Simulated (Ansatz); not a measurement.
CH₅AlOS, SMILES [CH3][Al]([OH])[SH]: vertical spin-state energies, run with Ansatz's Python interface.

`spin.py`:
```python
'''Vertical spin-state energies of CH5AlOS.'''

import ansatz

BASIS = 'def2-TZVP'
FUNCTIONAL = 'r2SCAN'

GEOMETRY = '''
C    -0.00440    0.74550   -1.23680
Al   -0.06930   -0.57180    0.20450
O     1.33710   -1.68760    0.41270
S    -1.77370   -0.70960    1.59320
H    -0.90640    0.60160   -1.94870
H    -0.14100    1.81970   -0.80750
H     0.92380    0.71730   -1.81260
H     2.00590   -1.18690    1.04270
H    -1.28360    0.22550    2.53540
'''

geometry = ansatz.Crystal.molecule()
for line in GEOMETRY.strip().splitlines():
    symbol, *xyz = line.split()
    geometry = geometry.atom(symbol, [float(v) for v in xyz])

calc = geometry.calculation()
calc = calc.basis(gaussian=BASIS).functional(FUNCTIONAL)
found = {}
for unpaired in [0, 2]:
    summary = calc.spin('collinear', total=unpaired).run(threads=1).report
    s = unpaired / 2
    found[unpaired] = summary['free_energy_ev']
    print(f'2S+1 = {unpaired + 1}: E = {found[unpaired]:.5f} eV, <S^2> = {abs(summary["mean_field"]["state"]["spin_squared"]):.3f} (pure state {s * (s + 1):.2f})')
lowest = min(found, key=found.get)
for unpaired, e in found.items():
    print(f'multiplicity {unpaired + 1}: {23.060548 * (e - found[lowest]):.1f} kcal/mol above the lowest')
```

Which spin state is lowest at this geometry, and how far above lie the others?

In order: multiplicity 1 (+0.00 eV) and multiplicity 3 (+4.31 eV), all at the one geometry.

The output:

Output of `python spin.py`:
```text
2S+1 = 1: E = -20598.92185 eV, <S^2> = 0.000 (pure state 0.00)
2S+1 = 3: E = -20594.61510 eV, <S^2> = 2.010 (pure state 2.00)
multiplicity 1: 0.0 kcal/mol above the lowest
multiplicity 3: 99.3 kcal/mol above the lowest
```

Total energies depend on the basis set; only differences at equal settings carry meaning. The geometry is a force-field or estimated start, not a minimum of this method, and the basis set is short of its limit. All parts are taken at fixed geometry, without zero-point energy. Wall time of the script: 79 s on 1 thread of Arm Neoverse V1, on a shared host, peak memory 0.4 GiB.

(Lines on the test bed's own set-up are left out of the output.)
